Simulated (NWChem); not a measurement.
**B3LYP/def2-TZVP run of S2O (Disulfur monoxide)**

What is the electronic atomisation energy of S2O (Disulfur monoxide) at B3LYP/def2-TZVP? 

The calculation is run with NWChem 7.3.0.

**1. The structure to begin with**

The species is S2O (3 atoms), meant as a singlet with charge 0. SMILES: `O=S=S`. The coordinates come from a PBE0-D4/def2-TZVP relaxation.

Bond lengths: O1–S2 1.453 Å, S2–S3 1.880 Å. Angles: O1–S2–S3 117.8°.

**2. The energy at B3LYP/def2-TZVP**

Input file os2.nw:

```
start os2
title "OS2 B3LYP"
memory total 2200 mb

geometry units angstroms noautosym nocenter noautoz
O     0.451630    1.204020    0.493170
S     0.529120   -0.205510    0.148940
S    -0.980740   -0.998510   -0.642110
end

basis spherical bse
O library def2-TZVP
S library def2-TZVP
end

dft
xc b3lyp
grid fine
convergence energy 1e-08
iterations 100
mulliken
print low
end

task dft energy
```

Started as:

```
nwchem os2.nw > os2.out
```

The program printed:

```text
[...]
 d= 0,ls=0.0,diis     1   -871.5614302777 -1.01D+03  1.32D-02  1.58D+00     3.0
[...]
 d= 0,ls=0.0,diis    12   -871.6776587855 -1.12D-10  2.95D-07  2.76D-09    27.9
         Total DFT energy =     -871.677658785550
      One electron energy =    -1485.917356715863
           Coulomb energy =      531.916400765723
    Exchange-Corr. energy =      -60.018437386779
 Nuclear repulsion energy =      142.341734551369
[...]
      Total Density - Mulliken Population Analysis
     ---------------------------------------------
    Atom       Charge   Shell Charges
 -----------   ------   -------------------------------------------------------
    1 O    8     8.35   0.79  1.18  0.62  0.92  0.34  1.86  1.81  0.78  0.00  0.03  0.00
    2 S   16    15.54   2.01  0.47  1.48  1.16  0.70  4.18  1.67  0.90  1.86  0.56  0.19  0.33  0.04
    3 S   16    16.12   2.01  0.47  1.49  1.15  0.78  4.18  1.66  0.94  2.24  1.09  0.03  0.06  0.01
[...]
```

Wall time 29 s (1 thread of Intel Xeon Platinum 8259CL at 2.50GHz (Skylake/Cascade Lake), shared host); peak memory 0.12 GiB.

**3. The O atom at the same level**

Input file o.xyz:

```xyz
1

O      0.000000     0.000000     0.000000
```

Input file o.nw:

```
start o
memory stack 880 mb heap 220 mb global 1100 mb
geometry units angstrom noautosym nocenter noautoz
   load o.xyz
end
basis spherical bse
   * library def2-TZVP
end
dft
   xc b3lyp
   mult 3
   grid fine
   convergence energy 1e-08
   iterations 100
   mulliken
   noprint "final vectors analysis"
end
task dft
```

Run the same way, it converges to -75.09628 Eh (log not shown).

**4. The S atom at the same level**

Input file s.nw:

```
start s
memory 2200 mb
charge 0

geometry noautosym nocenter noautoz
S     0.000000    0.000000    0.000000
end

basis spherical bse
* library def2-TZVP
end

dft
xc b3lyp
mult 3
grid fine
convergence energy 1e-08
iterations 100
mulliken
noprint "final vectors analysis"
end

task dft energy
```

Run the same way, it converges to -398.13237 Eh (log not shown).

**5. What came out**

At B3LYP/def2-TZVP:

```
                     quantity          value
       molecule: total energy  -871.67766 Eh
         O atom: total energy   -75.09628 Eh
                 O atom: ⟨S²⟩          2.003
         S atom: total energy  -398.13237 Eh
                 S atom: ⟨S²⟩          2.004
electronic atomisation energy       8.616 eV
```

**Reading.** Taking the molecule apart into free atoms costs 8.62 eV (199 kcal/mol), before zero-point energy and without spin-orbit coupling. Mulliken charges (molecule) run from -0.35 on O1 to +0.46 on S2; they depend strongly on the basis.
